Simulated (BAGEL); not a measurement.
# C2H7NSi (SMILES C=C[SiH2]N), step by step

Aim: a single-point energy (HF/def2-SVP), then the energy (NEVPT2(2,2)/def2-SVP) of C2H7NSi. 

The results are computed with BAGEL 1.2.2.

1 further run of the same task is left out (set aside as unsound or not needed).

## Step 1: The structure to begin with

The species is C2H7NSi (11 atoms), meant as a singlet with charge 0. SMILES: `C=C[SiH2]N`. One bond was lengthened or shortened from a relaxed shape.

Bond lengths: C1–C2 1.330 Å, C2–Si3 1.585 Å, Si3–N4 1.715 Å, C1–H5 1.087 Å, C1–H6 1.087 Å, C2–H7 1.091 Å, Si3–H8 1.488 Å, Si3–H9 1.488 Å, N4–H10 1.006 Å, N4–H11 1.006 Å. Some angles: C1–C2–Si3 123.1°, C2–Si3–N4 114.9°, C1–C2–H7 118.1°, Si3–C2–H7 118.8°, C2–C1–H5 122.6°, C2–C1–H6 121.2°, C2–Si3–H8 108.4°, C2–Si3–H9 108.4°, N4–Si3–H8 107.9°, N4–Si3–H9 108.0°.

## Step 2: The energy at HF/def2-SVP (density fitting with svp-jkfit) (run 1)

Input file job.json:

```json
{ "bagel": [

{
  "title": "molecule",
  "basis": "svp",
  "df_basis": "svp-jkfit",
  "geometry": [
    { "atom": "C", "xyz": [ -1.13389615,  2.05805159, -1.58810883 ] },
    { "atom": "C", "xyz": [  0.31250023,  1.81541076,  0.45298436 ] },
    { "atom": "Si", "xyz": [  1.12722163, -0.83998326,  1.57338597 ] },
    { "atom": "N", "xyz": [  0.00548021, -3.40849901, -0.05404617 ] },
    { "atom": "H", "xyz": [ -1.68380645,  3.88655059, -2.34343236 ] },
    { "atom": "H", "xyz": [ -1.83441762,  0.41134424, -2.59741155 ] },
    { "atom": "H", "xyz": [  0.96199910,  3.53147105,  1.39123338 ] },
    { "atom": "H", "xyz": [  0.18802775, -1.01402704,  4.21900255 ] },
    { "atom": "H", "xyz": [  3.93667746, -0.97642149,  1.57981104 ] },
    { "atom": "H", "xyz": [  0.76515011, -3.94196870, -1.71265879 ] },
    { "atom": "H", "xyz": [ -1.80242078, -3.97239329,  0.10639158 ] }
  ]
},
{
  "title": "hf"
},
{
  "title": "print",
  "file": "orbitals.molden",
  "orbitals": true
}

]}
```

Run with:

```bash
$ BAGEL_NUM_THREADS=1 BAGEL job.json > job.out
```

Standard output:

```text
* using 1 threads per process

  ===============================================================
  ===============================================================

  *** Geometry ***

  { "atom" : "C", "xyz" : [     -1.133896,      2.058052,     -1.588109 ] },
  { "atom" : "C", "xyz" : [      0.312500,      1.815411,      0.452984 ] },
  { "atom" : "Si", "xyz" : [      1.127222,     -0.839983,      1.573386 ] },
  { "atom" : "N", "xyz" : [      0.005480,     -3.408499,     -0.054046 ] },
  { "atom" : "H", "xyz" : [     -1.683806,      3.886551,     -2.343432 ] },
  { "atom" : "H", "xyz" : [     -1.834418,      0.411344,     -2.597412 ] },
  { "atom" : "H", "xyz" : [      0.961999,      3.531471,      1.391233 ] },
  { "atom" : "H", "xyz" : [      0.188028,     -1.014027,      4.219003 ] },
  { "atom" : "H", "xyz" : [      3.936677,     -0.976421,      1.579811 ] },
  { "atom" : "H", "xyz" : [      0.765150,     -3.941969,     -1.712659 ] },
  { "atom" : "H", "xyz" : [     -1.802421,     -3.972393,      0.106392 ] },

  Number of auxiliary basis functions:      481

  Since a DF basis is specified, we compute 2- and 3-index integrals:
    o Being stored without compression. Storage requirement is 0.035 GB

  Number of basis functions:       95
  Number of electrons      :       40

    * METHOD: MOLECULE                             0.26

  *** RHF ***

  === Nuclear Repulsion ===
   167.8587142522

      * DIIS with orbital gradients will be used.

  === RHF iteration (svp) ===
      0       -422.76147066          0.01673911           0.08
      1       -422.91369478          0.00853096           0.08
      2       -422.95223559          0.00142335           0.08
      3       -422.95384687          0.00037175           0.08
      4       -422.95393277          0.00006578           0.08
      5       -422.95393774          0.00001908           0.08
      6       -422.95393804          0.00000791           0.08
      7       -422.95393811          0.00000298           0.08
      8       -422.95393812          0.00000095           0.08
      9       -422.95393812          0.00000032           0.08
     10       -422.95393812          0.00000011           0.08
     11       -422.95393812          0.00000004           0.08
     12       -422.95393812          0.00000001           0.08
     13       -422.95393812          0.00000001           0.08
    * SCF iteration converged.

    * Permanent dipole moment:
           (    0.491787,    -0.249023,     0.692674) a.u.

    * METHOD: HF                                   1.35

    * METHOD: PRINT                                0.02

  ===============================================================
```

Run time: 1.8 s. Hardware: 1 thread of Arm Neoverse V1, shared host; peak memory 0.13 GiB.

## Step 3: The energy at NEVPT2(2,2)/def2-SVP (density fitting with svp-jkfit) (run 2)

Input file job.json:

```json
{ "bagel" : [

{
  "title" : "molecule",
  "basis" : "svp",
  "df_basis" : "svp-jkfit",
  "angstrom" : false,
  "geometry" : [
    { "atom" : "C", "xyz" : [    -1.13389615,     2.05805159,    -1.58810883 ] },
    { "atom" : "C", "xyz" : [     0.31250023,     1.81541076,     0.45298436 ] },
    { "atom" : "Si", "xyz" : [     1.12722163,    -0.83998326,     1.57338597 ] },
    { "atom" : "N", "xyz" : [     0.00548021,    -3.40849901,    -0.05404617 ] },
    { "atom" : "H", "xyz" : [    -1.68380645,     3.88655059,    -2.34343236 ] },
    { "atom" : "H", "xyz" : [    -1.83441762,     0.41134424,    -2.59741155 ] },
    { "atom" : "H", "xyz" : [     0.96199910,     3.53147105,     1.39123338 ] },
    { "atom" : "H", "xyz" : [     0.18802775,    -1.01402704,     4.21900255 ] },
    { "atom" : "H", "xyz" : [     3.93667746,    -0.97642149,     1.57981104 ] },
    { "atom" : "H", "xyz" : [     0.76515011,    -3.94196870,    -1.71265879 ] },
    { "atom" : "H", "xyz" : [    -1.80242078,    -3.97239329,     0.10639158 ] }
  ]
},

{
  "title" : "hf"
},

{
  "title" : "nevpt2",
  "nstate" : 1,
  "nact" : 2,
  "nclosed" : 19,
  "active" : [10, 27],
  "maxiter" : 200,
  "natocc" : true,
  "ncore" : 8
},

{
  "title" : "print",
  "file" : "orbitals.molden",
  "orbitals" : true
}

]}
```

Run with:

```bash
$ BAGEL_NUM_THREADS=1 BAGEL job.json > job.out
```

Standard output:

```text
* using 1 threads per process

  ===============================================================
  ===============================================================

  *** Geometry ***

  { "atom" : "C", "xyz" : [     -1.133896,      2.058052,     -1.588109 ] },
  { "atom" : "C", "xyz" : [      0.312500,      1.815411,      0.452984 ] },
  { "atom" : "Si", "xyz" : [      1.127222,     -0.839983,      1.573386 ] },
  { "atom" : "N", "xyz" : [      0.005480,     -3.408499,     -0.054046 ] },
  { "atom" : "H", "xyz" : [     -1.683806,      3.886551,     -2.343432 ] },
  { "atom" : "H", "xyz" : [     -1.834418,      0.411344,     -2.597412 ] },
  { "atom" : "H", "xyz" : [      0.961999,      3.531471,      1.391233 ] },
  { "atom" : "H", "xyz" : [      0.188028,     -1.014027,      4.219003 ] },
  { "atom" : "H", "xyz" : [      3.936677,     -0.976421,      1.579811 ] },
  { "atom" : "H", "xyz" : [      0.765150,     -3.941969,     -1.712659 ] },
  { "atom" : "H", "xyz" : [     -1.802421,     -3.972393,      0.106392 ] },

  Number of auxiliary basis functions:      481

  Since a DF basis is specified, we compute 2- and 3-index integrals:
    o Being stored without compression. Storage requirement is 0.035 GB

  Number of basis functions:       95
  Number of electrons      :       40

    * METHOD: MOLECULE                             0.26

  *** RHF ***

  === Nuclear Repulsion ===
   167.8587142522

      * DIIS with orbital gradients will be used.

  === RHF iteration (svp) ===
      0       -422.76147066          0.01673911           0.08
      1       -422.91369478          0.00853096           0.08
      2       -422.95223559          0.00142335           0.08
      3       -422.95384687          0.00037175           0.08
      4       -422.95393277          0.00006578           0.08
      5       -422.95393774          0.00001908           0.08
      6       -422.95393804          0.00000791           0.08
      7       -422.95393811          0.00000298           0.08
      8       -422.95393812          0.00000095           0.08
      9       -422.95393812          0.00000032           0.08
     10       -422.95393812          0.00000011           0.08
     11       -422.95393812          0.00000004           0.08
     12       -422.95393812          0.00000001           0.08
     13       -422.95393812          0.00000001           0.08
    * SCF iteration converged.

    * Permanent dipole moment:
           (    0.491787,    -0.249023,     0.692674) a.u.

    * METHOD: HF                                   1.35

    * freezing 8 orbitals
  ---------------------------
      CASSCF calculation
  ---------------------------

    ==== Active orbitals : =====
         Orbital 10
         Orbital 27
    ============================

    * nstate   :      1
    * nclosed  :     19
    * nact     :      2
    * nvirt    :     74
  === CASSCF iteration (svp) ===

    * Using the second-order algorithm

      0  0      -422.95395569     5.85e-06      0.03

      1  0      -422.95408181     2.93e-05      0.27

      2  0      -422.95613050     2.47e-04      0.33

      3  0      -422.96274902     3.62e-04      0.45

      4  0      -422.96392909     1.20e-04      0.58

      5  0      -422.96394552     8.53e-06      0.58

      6  0      -422.96394565     2.06e-06      0.58

      7  0      -422.96394566     5.91e-07      0.59

      8  0      -422.96394566     1.76e-07      0.56

      9  0      -422.96394566     5.27e-08      0.45

     10  0      -422.96394566     1.58e-08      0.47

     11  0      -422.96394566     4.73e-09      0.38

    * Second-order optimization converged. *

     guess   0:   closed 1.                   open ..

  === FCI iteration ===

      0  0      -422.95389085     8.23e-02      0.00
      1  0      -422.96394566     4.31e-06      0.00
      2  0 *    -422.96394566     5.81e-16      0.00

     * ci vector, state   0, <S^2> = 0.0000
       2.     0.9981400017
       .2    -0.0609634064

  === DF-NEVPT2 calculation ===

    * 3-index integral transformation done
    * assembly done

      NEVPT2 correlation energy:   -0.5249102200      0.25

          (+0)     -0.4402802204
          (+0)'    -0.0333197090
          (+1)     -0.0050532936
          (+1)'    -0.0000000000
          (+2)     -0.0003212598
          (-1)     -0.0381740241
          (-1)'     0.0000000000
          (-2)     -0.0077617131

      NEVPT2 total energy:       -423.4888558762

    * METHOD: NEVPT2                               5.86

    * METHOD: PRINT                                0.02

  ===============================================================
```

Wall time 7.8 s (1 thread of Arm Neoverse V1, shared host); peak memory 0.14 GiB.

## Step 4: What came out

```
                                 quantity          value
         run 1, HF/def2-SVP: total energy  -422.95394 Eh
        run 1, HF/def2-SVP: dipole moment         2.25 D
          run 1, HF/def2-SVP: HOMO energy      -10.28 eV
          run 1, HF/def2-SVP: LUMO energy        3.51 eV
        run 1, HF/def2-SVP: HOMO–LUMO gap       13.79 eV
run 2, NEVPT2(2,2)/def2-SVP: total energy  -423.48886 Eh
```
